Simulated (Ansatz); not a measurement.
# WC+ (doublet): from Hartree-Fock to the top rungs, def2-TZVPP

The task here is to estimate one member of a computed series from the others.

Computed with Ansatz 0.2.0, Gaussian basis. Level: def2-TZVPP, core rule «outside noble gas», up to 5 orbitals frozen.

Plan: UHF; ROHF; CCSD(T) on UHF.

### The geometry

The geometry is a PBE0/def2-TZVP stationary point (not a proven minimum) of the parent state, kept for this charge and spin. No spin-orbit coupling is included. Elements past krypton take def2 core potentials.

2 atoms, charge 1, spin multiplicity 2.

Atoms are counted from 1 here; the program's logs count them from 0.

Bond lengths: W1–C2 1.724 Å.

Set-up of the first run:

Contents of in.yaml:

```yaml
crystal:
  periodic: [false, false, false]
  atoms:
    - {symbol: W, position_ang: [0.000000, 0.000000, 0.000000]}
    - {symbol: C, position_ang: [0.000000, 0.000000, 1.723600]}
basis:
  gaussian: {orbitals: def2-TZVPP}
total_charge: 1
magnetization: {spin_polarized: true, initial_magnetization: 1}
hamiltonian: {xc: hf}
output: {orbitals: {seedname: orbitals}}
```

Run with:

```
> ansatz run in.yaml --threads 1 --pin off --events-out ev --progress --plain --max-ram 2816MiB --backend cpu
```

Steps of the session up to this table: UHF; ROHF; CCSD(T) on UHF.

One of the session's tables, all rows but one given; the rest of the session is left out.

| method | from UCCSD(T) (meV) |
| --- | --- |
| ROHF | +9455.8 |
| UHF | +7460.9 |
| UMP2 | +1740.5 |
| UCCSD | ? |
| UCCSD(T) | 0 |

Q: Estimate the row for UCCSD from the others.

The run gave: from UCCSD(T) (meV): +521.1. In the column «from UCCSD(T) (meV)» it lies between UCCSD(T) (0) and UMP2 (+1740.5).

Limits of these values: The determinant is far from a pure spin state, so its energy mixes those of several spin states (harmless only where they are near-degenerate, as at dissociation).
